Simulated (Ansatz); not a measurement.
# C₃HF₅O: ionisation energy by level of theory

One table from this session's results is given with a row withheld; the runs are named, their logs left out.

Computed with Ansatz 0.2.0, Gaussian basis. Level: unrestricted cation, the program's frozen cores in correlated methods.

The runs, in order: UKS PBE-D4/def2-TZVPP; UKS r2SCAN-D4/def2-TZVPP; UKS PBE0-D4/def2-TZVPP; UKS B3LYP-D4/def2-TZVPP; UKS wB97X-V/def2-TZVPP; UKS wB97M-V/def2-TZVPP; UKS B2PLYP/def2-TZVPP; UHF-CCSD(T)/def2-TZVPP; UHF-MP2/def2-QZVPP; extrapolation to the limit; then −ε(HOMO) from the neutral's earlier runs with LDA (SPW92), PBE-D4, revPBE-D4, BLYP-D4, r2SCAN-D4, B97M-V, PBE0-D4, B3LYP-D4, r2SCANh-D4, r2SCAN0-D4, HSE06-D4, BHLYP-D4, CAM-B3LYP-D4, LC-ωPBE, ωB97X-V, ωB97M-V.

## Structure used throughout

An earlier PBE0-D4 in a triple-zeta def2 set relaxation fixed the geometry.

SMILES `FC(F)C1(F)OC1(F)F`, 10 atoms, charge 0, spin multiplicity 1.

Atoms are counted from 1 here; the program's logs count them from 0.

Bond lengths: F1–C2 1.347 Å, C2–F3 1.345 Å, C2–C4 1.512 Å, C2–H10 1.093 Å, C4–F5 1.329 Å, C4–O6 1.424 Å, C4–C7 1.450 Å, O6–C7 1.367 Å, C7–F8 1.318 Å, C7–F9 1.326 Å. Angles: F1–C2–F3 108.5°, F1–C2–C4 109.0°, F1–C2–H10 109.6°, F3–C2–C4 109.2°, F3–C2–H10 109.3°, C4–C2–H10 111.2°, C2–C4–F5 113.1°, C2–C4–O6 115.5°, C2–C4–C7 123.8°, F5–C4–O6 115.2°, F5–C4–C7 119.6°, O6–C4–C7 56.8°, C4–O6–C7 62.6°, C4–C7–O6 60.6°, C4–C7–F8 121.7°, C4–C7–F9 123.0°, O6–C7–F8 117.0°, O6–C7–F9 116.3° and more.

Coordinates:

```xyz
10

F     1.4490   -1.3788   -0.8150
C     1.2003   -0.1150   -0.4218
F     1.7479    0.7262   -1.3177
C    -0.2950    0.1038   -0.3844
F    -0.8743   -0.0534   -1.5700
O    -0.7290    1.2402    0.3553
C    -1.0951    0.0079    0.8214
F    -2.3779   -0.2918    0.7798
F    -0.5931   -0.3486    1.9959
H     1.6503    0.0583    0.5594
```

Set-up of the first run:

The input, in.yaml:

```yaml
crystal:
  periodic: [false, false, false]
  atoms:
    - {symbol: F, position_ang: [1.449020, -1.378833, -0.814980]}
    - {symbol: C, position_ang: [1.200295, -0.115020, -0.421780]}
    - {symbol: F, position_ang: [1.747868, 0.726227, -1.317711]}
    - {symbol: C, position_ang: [-0.295043, 0.103761, -0.384350]}
    - {symbol: F, position_ang: [-0.874327, -0.053402, -1.570032]}
    - {symbol: O, position_ang: [-0.728985, 1.240176, 0.355313]}
    - {symbol: C, position_ang: [-1.095076, 0.007860, 0.821372]}
    - {symbol: F, position_ang: [-2.377909, -0.291829, 0.779828]}
    - {symbol: F, position_ang: [-0.593140, -0.348574, 1.995915]}
    - {symbol: H, position_ang: [1.650297, 0.058334, 0.559425]}
basis:
  gaussian: {orbitals: def2-TZVPP}
total_charge: 1
magnetization: {spin_polarized: true, initial_magnetization: 1}
hamiltonian: {xc: pbe, dispersion: d4}
```

Among the steps run: Cation, UKS PBE-D4/def2-TZVPP; Cation, UKS r2SCAN-D4/def2-TZVPP; Cation, UKS PBE0-D4/def2-TZVPP; Cation, UKS B3LYP-D4/def2-TZVPP; Cation, UKS wB97X-V/def2-TZVPP; Cation, UKS wB97M-V/def2-TZVPP; Cation, UKS B2PLYP (frozen core)/def2-TZVPP; Cation, UHF-CCSD(T)/def2-TZVPP; Cation, UHF-MP2/def2-QZVPP.

One table of the session follows, with a row left open; its other results are not shown here.

It belongs to the step «Ionisation energies side by side». Orbital estimates, from the neutral's runs:

```
  functional  −ε(HOMO) (eV)
 LDA (SPW92)           8.38
      PBE-D4           8.11
   revPBE-D4              ?
     BLYP-D4           8.09
   r2SCAN-D4           8.48
      B97M-V           8.61
     PBE0-D4           9.84
    B3LYP-D4           9.65
  r2SCANh-D4           9.12
  r2SCAN0-D4          10.08
    HSE06-D4           9.43
    BHLYP-D4          11.55
CAM-B3LYP-D4          11.41
     LC-ωPBE          12.65
     ωB97X-V          12.30
     ωB97M-V          12.21
```

**Question.** Estimate the row for revPBE-D4.

As computed: −ε(HOMO) (eV): 8.01. In the column «−ε(HOMO) (eV)» it is the lowest.
